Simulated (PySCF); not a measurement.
**[PbF5]−: other functionals and bases at one geometry**

How far do other levels of theory move the description of [PbF5]−, and what does each cost? The species was built from a template and needn't be a known compound.

Method: several levels, as the steps say, no spin–orbit coupling; program: PySCF 2.14.0.

2 further runs of the same task are left out: 2 for a known fault of the program.

### 1 Starting geometry

6 atoms, charge -1, spin multiplicity 1.

Bond lengths: Pb1–F2 2.088 Å, Pb1–F3 2.088 Å, Pb1–F4 2.078 Å, Pb1–F5 2.085 Å, Pb1–F6 2.085 Å. Angles: F2–Pb1–F3 172.4°, F2–Pb1–F4 93.8°, F2–Pb1–F5 88.5°, F2–Pb1–F6 88.5°, F3–Pb1–F4 93.8°, F3–Pb1–F5 88.5°, F3–Pb1–F6 88.5°, F4–Pb1–F5 113.5°, F4–Pb1–F6 113.4°, F5–Pb1–F6 133.1°.

As a file:

```xyz
6

Pb   -0.02328    0.00012    0.00000
F    -0.16195    0.00039    2.08383
F    -0.16195    0.00039   -2.08383
F     2.05428   -0.00238    0.00000
F    -0.85216    1.91284    0.00000
F    -0.85494   -1.91136    0.00000
```

Formal oxidation states: Pb +4. An earlier session relaxed this geometry at BP86, Pb def2-SVP with ECP60, F def2-SVP (singlet, point group C2v).

At BP86 on the finer grid: E = -691.956524 Eh, HOMO -3.08 eV, LUMO 0.11 eV, Mulliken charge on Pb1 +1.08 e, largest force component 0.022 eV/Å. 

Levels to run: M06-L; TPSS; PBE0; B3LYP; BP86, x2c-SVP. Hardware: 2 threads of Intel Xeon at 2.50GHz (Skylake/Cascade Lake), shared host.

### 2 M06-L

run.py (the lines that set the calculation) reads:

```python
mol = gto.M(atom='''
Pb    -0.02328     0.00012     0.00000
F     -0.16195     0.00039     2.08383
F     -0.16195     0.00039    -2.08383
F      2.05428    -0.00238     0.00000
F     -0.85216     1.91284     0.00000
F     -0.85494    -1.91136     0.00000''',
    basis={'Pb': 'def2-SVP', 'F': 'def2-SVP'},
    ecp={'Pb': 'def2-SVP'},
    charge=-1, spin=0)
mf = dft.RKS(mol, xc='M06L')
mf.grids.atom_grid = (75, 302)
mf = mf.density_fit()  # fitting sets: Pb def2-universal-JKFIT, F def2-universal-JKFIT
mf.conv_tol = 1e-08; mf.max_cycle = 55
mf.kernel(dm0)  # dm0: the density of the relaxed state
```

The run is started by

```bash
OMP_NUM_THREADS=2 python run.py
```

The log of the run:

```text
init E= -691.877048397329
  HOMO = -0.13940926956786  LUMO = 0.00938458162953637  gap/eV = 4.04889
cycle= 1 E= -691.8858760535  delta_E= -0.00883  |g|= 0.133  |ddm|= 0.49
  HOMO = -0.120801179280462  LUMO = 0.00803577160157332  gap/eV = 3.50583
cycle= 2 E= -691.876529519672  delta_E= 0.00935  |g|= 0.263  |ddm|= 0.431
  HOMO = -0.134290348574096  LUMO = 0.00546065062216172  gap/eV = 3.80282
cycle= 3 E= -691.889683814332  delta_E= -0.0132  |g|= 0.0105  |ddm|= 0.255
  HOMO = -0.133402340764094  LUMO = 0.00652584780683796  gap/eV = 3.80764
cycle= 4 E= -691.889674847303  delta_E= 8.97e-06  |g|= 0.0132  |ddm|= 0.0235
  HOMO = -0.133704497087729  LUMO = 0.00662451172948408  gap/eV = 3.81855
cycle= 5 E= -691.889710150778  delta_E= -3.53e-05  |g|= 0.00145  |ddm|= 0.0144
  HOMO = -0.133790068893505  LUMO = 0.00649231801557448  gap/eV = 3.81728
cycle= 6 E= -691.889710516942  delta_E= -3.66e-07  |g|= 0.000556  |ddm|= 0.00194
  HOMO = -0.133774350747635  LUMO = 0.00648993711123325  gap/eV = 3.81679
cycle= 7 E= -691.889710573968  delta_E= -5.7e-08  |g|= 0.000139  |ddm|= 0.000603
  HOMO = -0.133775022213964  LUMO = 0.00649334843269855  gap/eV = 3.81690
cycle= 8 E= -691.88971057752  delta_E= -3.55e-09  |g|= 1.99e-05  |ddm|= 0.000125
  HOMO = -0.133773358532982  LUMO = 0.00649163816118659  gap/eV = 3.81680
Extra cycle  E= -691.88971057733  delta_E= 1.9e-10  |g|= 3.78e-05  |ddm|= 7.47e-05
converged SCF energy = -691.88971057733
```

Run time: 25 s. Hardware: 2 threads of Intel Xeon at 2.50GHz (Skylake/Cascade Lake), shared host.

Read off: E = -691.889711 Eh, HOMO -3.64 eV, LUMO 0.18 eV, Mulliken charge on Pb1 +1.46 e, largest force component 0.242 eV/Å. 

### 3 TPSS

Edit run.py (the lines that set the calculation) of step 2 so:

```diff
@@ -10,3 +10,3 @@
     charge=-1, spin=0)
-mf = dft.RKS(mol, xc='M06L')
+mf = dft.RKS(mol, xc='TPSS')
 mf.grids.atom_grid = (75, 302)
```

The run is started by

```bash
OMP_NUM_THREADS=2 python run.py
```

The log of the run:

```text
init E= -691.783206516651
  HOMO = -0.11827918206142  LUMO = 0.00996322902689428  gap/eV = 3.48965
cycle= 1 E= -691.783323597739  delta_E= -0.000117  |g|= 0.0546  |ddm|= 0.151
  HOMO = -0.110547941031589  LUMO = 0.0109049874344898  gap/eV = 3.30490
cycle= 2 E= -691.781525346095  delta_E= 0.0018  |g|= 0.113  |ddm|= 0.173
  HOMO = -0.116129981761935  LUMO = 0.0094026956190838  gap/eV = 3.41592
cycle= 3 E= -691.783917237902  delta_E= -0.00239  |g|= 0.00276  |ddm|= 0.107
  HOMO = -0.115877181379218  LUMO = 0.00977287888879985  gap/eV = 3.41911
cycle= 4 E= -691.783918744844  delta_E= -1.51e-06  |g|= 0.00129  |ddm|= 0.00495
  HOMO = -0.11590834991436  LUMO = 0.00978155813501758  gap/eV = 3.42020
cycle= 5 E= -691.783919071963  delta_E= -3.27e-07  |g|= 0.00032  |ddm|= 0.00156
  HOMO = -0.115911054589182  LUMO = 0.00978430936054764  gap/eV = 3.42035
cycle= 6 E= -691.783919085593  delta_E= -1.36e-08  |g|= 0.000187  |ddm|= 0.000389
  HOMO = -0.11590740413304  LUMO = 0.00978427874091636  gap/eV = 3.42024
cycle= 7 E= -691.783919092523  delta_E= -6.93e-09  |g|= 1.39e-05  |ddm|= 0.000171
  HOMO = -0.115906305202502  LUMO = 0.00978344319367608  gap/eV = 3.42019
Extra cycle  E= -691.783919092173  delta_E= 3.5e-10  |g|= 4.38e-05  |ddm|= 6.41e-05
converged SCF energy = -691.783919092173
```

Run time: 23 s. Hardware: 2 threads of Intel Xeon at 2.50GHz (Skylake/Cascade Lake), shared host.

Read off: E = -691.783919 Eh, HOMO -3.15 eV, LUMO 0.27 eV, Mulliken charge on Pb1 +1.16 e, largest force component 0.157 eV/Å. 

### 4 PBE0

Edit run.py (the lines that set the calculation) of step 3 so:

```diff
@@ -10,3 +10,3 @@
     charge=-1, spin=0)
-mf = dft.RKS(mol, xc='TPSS')
+mf = dft.RKS(mol, xc='PBE0')
 mf.grids.atom_grid = (75, 302)
```

The run is started by

```bash
OMP_NUM_THREADS=2 python run.py
```

The log of the run:

```text
init E= -691.314599559742
  HOMO = -0.192062674736967  LUMO = 0.0305618470194737  gap/eV = 6.05792
cycle= 1 E= -691.32061790586  delta_E= -0.00602  |g|= 0.0919  |ddm|= 0.421
  HOMO = -0.18453012812009  LUMO = 0.0268845671723597  gap/eV = 5.75289
cycle= 2 E= -691.318722140671  delta_E= 0.0019  |g|= 0.14  |ddm|= 0.224
  HOMO = -0.191680341580522  LUMO = 0.0260205848666146  gap/eV = 5.92394
cycle= 3 E= -691.322256624566  delta_E= -0.00353  |g|= 0.00678  |ddm|= 0.128
  HOMO = -0.190416123020573  LUMO = 0.0275014496789261  gap/eV = 5.92984
cycle= 4 E= -691.322262189568  delta_E= -5.57e-06  |g|= 0.0037  |ddm|= 0.0101
  HOMO = -0.190542057588072  LUMO = 0.0275075704432233  gap/eV = 5.93343
cycle= 5 E= -691.322263898802  delta_E= -1.71e-06  |g|= 0.00211  |ddm|= 0.00456
  HOMO = -0.190527044297503  LUMO = 0.0274595686879238  gap/eV = 5.93172
cycle= 6 E= -691.322264720593  delta_E= -8.22e-07  |g|= 0.000166  |ddm|= 0.00184
  HOMO = -0.190519947582271  LUMO = 0.0274616590355876  gap/eV = 5.93158
cycle= 7 E= -691.322264722237  delta_E= -1.64e-09  |g|= 0.000135  |ddm|= 0.000197
  HOMO = -0.190521071260105  LUMO = 0.027461532121464  gap/eV = 5.93161
cycle= 8 E= -691.322264725522  delta_E= -3.28e-09  |g|= 8.43e-06  |ddm|= 0.000103
  HOMO = -0.190521168620221  LUMO = 0.0274605360579692  gap/eV = 5.93158
Extra cycle  E= -691.322264725517  delta_E= 4.55e-12  |g|= 1.19e-05  |ddm|= 2.16e-05
converged SCF energy = -691.322264725517
```

Wall time 17 s (2 threads of Intel Xeon at 2.50GHz (Skylake/Cascade Lake), shared host).

Result: E = -691.322265 Eh, HOMO -5.18 eV, LUMO 0.75 eV, Mulliken charge on Pb1 +1.34 e, largest force component 0.679 eV/Å. 

### 5 B3LYP

Edit run.py (the lines that set the calculation) of step 4 so:

```diff
@@ -10,3 +10,3 @@
     charge=-1, spin=0)
-mf = dft.RKS(mol, xc='PBE0')
+mf = dft.RKS(mol, xc='B3LYP')
 mf.grids.atom_grid = (75, 302)
```

The run is started by

```bash
OMP_NUM_THREADS=2 python run.py
```

The log of the run:

```text
init E= -691.857803113842
  HOMO = -0.182015320626525  LUMO = 0.0227981793568972  gap/eV = 5.57326
cycle= 1 E= -691.859295795248  delta_E= -0.00149  |g|= 0.135  |ddm|= 0.38
  HOMO = -0.164776546882929  LUMO = 0.0241505670601292  gap/eV = 5.14097
cycle= 2 E= -691.853312250787  delta_E= 0.00598  |g|= 0.23  |ddm|= 0.324
  HOMO = -0.177821211254841  LUMO = 0.0207151783139707  gap/eV = 5.40245
cycle= 3 E= -691.862665506713  delta_E= -0.00935  |g|= 0.00463  |ddm|= 0.196
  HOMO = -0.177087405585866  LUMO = 0.0216505207079933  gap/eV = 5.40793
cycle= 4 E= -691.86266644589  delta_E= -9.39e-07  |g|= 0.00452  |ddm|= 0.00941
  HOMO = -0.177214272017426  LUMO = 0.0216607079207733  gap/eV = 5.41166
cycle= 5 E= -691.862669939871  delta_E= -3.49e-06  |g|= 0.00124  |ddm|= 0.00465
  HOMO = -0.177233976736526  LUMO = 0.021599265091151  gap/eV = 5.41053
cycle= 6 E= -691.862670224303  delta_E= -2.84e-07  |g|= 0.000173  |ddm|= 0.00122
  HOMO = -0.17722783995685  LUMO = 0.0216012046628684  gap/eV = 5.41041
cycle= 7 E= -691.862670226259  delta_E= -1.96e-09  |g|= 0.000136  |ddm|= 0.000214
  HOMO = -0.177228130769291  LUMO = 0.0216020144828342  gap/eV = 5.41044
cycle= 8 E= -691.862670229585  delta_E= -3.33e-09  |g|= 9.68e-06  |ddm|= 0.000104
  HOMO = -0.177228032854887  LUMO = 0.0216008519342203  gap/eV = 5.41041
Extra cycle  E= -691.862670229568  delta_E= 1.64e-11  |g|= 1.51e-05  |ddm|= 2.92e-05
converged SCF energy = -691.862670229568
```

Run time: 15 s. Hardware: 2 threads of Intel Xeon at 2.50GHz (Skylake/Cascade Lake), shared host.

It gives: E = -691.862670 Eh, HOMO -4.82 eV, LUMO 0.59 eV, Mulliken charge on Pb1 +1.28 e, largest force component 0.411 eV/Å. 

### 6 BP86, x2c-SVP

Basis: Pb x2c-SVPall, F x2c-SVPall. All electrons are treated, with the spin-free X2C Hamiltonian.

run.py (the lines that set the calculation) reads:

```python
mol = gto.M(atom='''
Pb    -0.02328     0.00012     0.00000
F     -0.16195     0.00039     2.08383
F     -0.16195     0.00039    -2.08383
F      2.05428    -0.00238     0.00000
F     -0.85216     1.91284     0.00000
F     -0.85494    -1.91136     0.00000''',
    basis={'Pb': 'x2c-SVPall', 'F': 'x2c-SVPall'},
    nucmod='G',
    charge=-1, spin=0)
mf = dft.RKS(mol, xc='B88,P86')
mf.grids.atom_grid = (99, 590)
mf = mf.density_fit()  # fitting sets: Pb AutoAux, F AutoAux
mf = mf.sfx2c1e()
mf.conv_tol = 1e-08; mf.max_cycle = 55
mf.kernel(dm0)  # dm0: free metal ions and neutral atoms
```

The run is started by

```bash
OMP_NUM_THREADS=2 python run.py
```

The log of the run:

```text
init E= -21403.3830938915
  HOMO = 0.0510588422068006  LUMO = 0.140577052039807  gap/eV = 2.43591
cycle= 1 E= -21385.1060999884  delta_E= 18.3  |g|= 3.04  |ddm|= 3.75
  HOMO = -0.311936538432471  LUMO = -0.0176237943834616  gap/eV = 8.00866
cycle= 2 E= -21382.7556533712  delta_E= 2.35  |g|= 4.56  |ddm|= 5.52
  HOMO = -0.113534392134921  LUMO = -5.08855224983229e-05  gap/eV = 3.08804
cycle= 3 E= -21386.5685083691  delta_E= -3.81  |g|=  0.2  |ddm|= 3.85
  HOMO = -0.107364535890751  LUMO = 0.0118328521871529  gap/eV = 3.24353
cycle= 4 E= -21386.5727545521  delta_E= -0.00425  |g|= 0.104  |ddm|= 0.38
  HOMO = -0.111092315788162  LUMO = 0.00455877020528339  gap/eV = 3.14703
cycle= 5 E= -21386.5729756664  delta_E= -0.000221  |g|= 0.0794  |ddm|= 0.182
  HOMO = -0.111457875957016  LUMO = 0.00455124199044521  gap/eV = 3.15677
cycle= 6 E= -21386.5742074286  delta_E= -0.00123  |g|= 0.0149  |ddm|= 0.0886
  HOMO = -0.111952537927503  LUMO = 0.00492133762733493  gap/eV = 3.18030
cycle= 7 E= -21386.5742453392  delta_E= -3.79e-05  |g|= 0.0066  |ddm|= 0.0216
  HOMO = -0.111788599767537  LUMO = 0.00492424034908412  gap/eV = 3.17592
cycle= 8 E= -21386.574252517  delta_E= -7.18e-06  |g|= 0.00271  |ddm|= 0.0084
  HOMO = -0.111979412253576  LUMO = 0.0047732615315117  gap/eV = 3.17700
cycle= 9 E= -21386.574253871  delta_E= -1.35e-06  |g|= 9.78e-05  |ddm|= 0.00268
  HOMO = -0.111978234261551  LUMO = 0.00477286439476288  gap/eV = 3.17696
cycle= 10 E= -21386.5742538721  delta_E= -1.08e-09  |g|= 5.07e-05  |ddm|= 0.000127
  HOMO = -0.111980618059183  LUMO = 0.00477530910109492  gap/eV = 3.17709
Extra cycle  E= -21386.5742538706  delta_E= 1.49e-09  |g|= 0.000101  |ddm|= 0.000185
converged SCF energy = -21386.5742538706
```

Wall time 92 s (2 threads of Intel Xeon at 2.50GHz (Skylake/Cascade Lake), shared host).

Result: E = -21386.574254 Eh, HOMO -3.05 eV, LUMO 0.13 eV, Mulliken charge on Pb1 +1.13 e, largest force component 0.288 eV/Å. 

### 7 Results

| level | state | HOMO (eV) | gap (eV) | charge on Pb1 (e) | dipole (D) | largest force (eV/Å) | basis functions | time |
| --- | --- | --- | --- | --- | --- | --- | --- | --- |
| BP86 (relaxed here) | singlet | -3.08 | 3.18 | 1.08 | 0.30 | 0.02 | 96 | 45 s |
| M06-L | singlet | -3.64 | 3.82 | 1.46 | 0.33 | 0.24 | 96 | 25 s |
| TPSS | singlet | -3.15 | 3.42 | 1.16 | 0.31 | 0.16 | 96 | 23 s |
| PBE0 | singlet | -5.18 | 5.93 | 1.34 | 0.33 | 0.68 | 96 | 17 s |
| B3LYP | singlet | -4.82 | 5.41 | 1.28 | 0.32 | 0.41 | 96 | 15 s |
| BP86, x2c-SVP | singlet | -3.05 | 3.18 | 1.13 | 0.31 | 0.29 | 132 | 92 s |

Times are on 2 threads of Intel Xeon at 2.50GHz (Skylake/Cascade Lake), shared host; the first row also made further properties. The dipole of a charged species depends on the origin, so these sizes hold for this origin alone.

In one basis the HOMO–LUMO gap runs from 3.18 eV (BP86) to 5.93 eV (PBE0). The largest leftover force, 0.68 eV/Å with PBE0, stands at a geometry relaxed at another level. The Mulliken charge on Pb spans +1.08 to +1.46 e over the levels. Total energies of different levels can't be compared. Spin–orbit coupling is left out throughout.
